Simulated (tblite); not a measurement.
# C3H11ClOSi4: the cost of one run

Programs: tblite 0.8.0 and PySCF 2.14.0, with density-fitted response routines of our own. Each step states its level of theory. These are calculated values for one molecule in the gas phase, unless marked as measured. Atoms count from 0, in the outputs and in this text.

### 1 The starting structure

20 atoms, charge 0, multiplicity 1; geometry from: force field or distance geometry start.

Bonds of the start (Å): C0–C1 1.34, C1–Si2 1.86, Si2–Cl3 2.07, Si2–O4 1.70, O4–Si5 1.72, Si5–C6 1.87, Si5–Si7 2.25, Si7–Si8 2.24, Si8–Si2 2.24, C0–H9 1.08, C0–H10 1.09, C1–H11 1.08, Si5–H12 1.46, C6–H13 1.11, C6–H14 1.11, C6–H15 1.11, Si7–H16 1.46, Si7–H17 1.47, Si8–H18 1.45, Si8–H19 1.46.

### 2 Geometry optimisation with GFN2-xTB

What the job is given:

```
{"job": {"kind": "relax", "xc": "GFN2-xTB", "basis": "xTB"}, "charge": 0, "multiplicity": 1}
C      3.199400     0.915100    -0.495900
C      2.084400     0.260500    -0.862600
Si     1.248700    -0.713300     0.490500
Cl     2.648900    -1.480400     1.809800
O      0.187600     0.360300     1.269000
Si    -1.009200     0.864700     0.140800
C     -2.343100     1.691100     1.150000
Si    -1.841300    -1.026100    -0.746300
Si    -0.062300    -2.332300    -0.339800
H      3.768900     1.516500    -1.188300
H      3.532900     0.864400     0.536200
H      1.709600     0.279400    -1.870600
H     -0.485400     1.743100    -0.906800
H     -2.163100     2.786700     1.080500
H     -2.172700     1.439900     2.221000
H     -3.368800     1.411600     0.823600
H     -2.082300    -0.881800    -2.176600
H     -3.027800    -1.476400     0.000900
H     -0.360200    -3.369200     0.636000
H      0.530700    -2.843000    -1.574400
```

On the command line:

```bash
> OMP_NUM_THREADS=1 python probes_run.py task.json out
```

The driver reads the jobs from task.json and runs them one after another.

Q: Estimate the wall time of this first job on 1 thread of Arm Neoverse N1, shared host.

About 4.7 s.
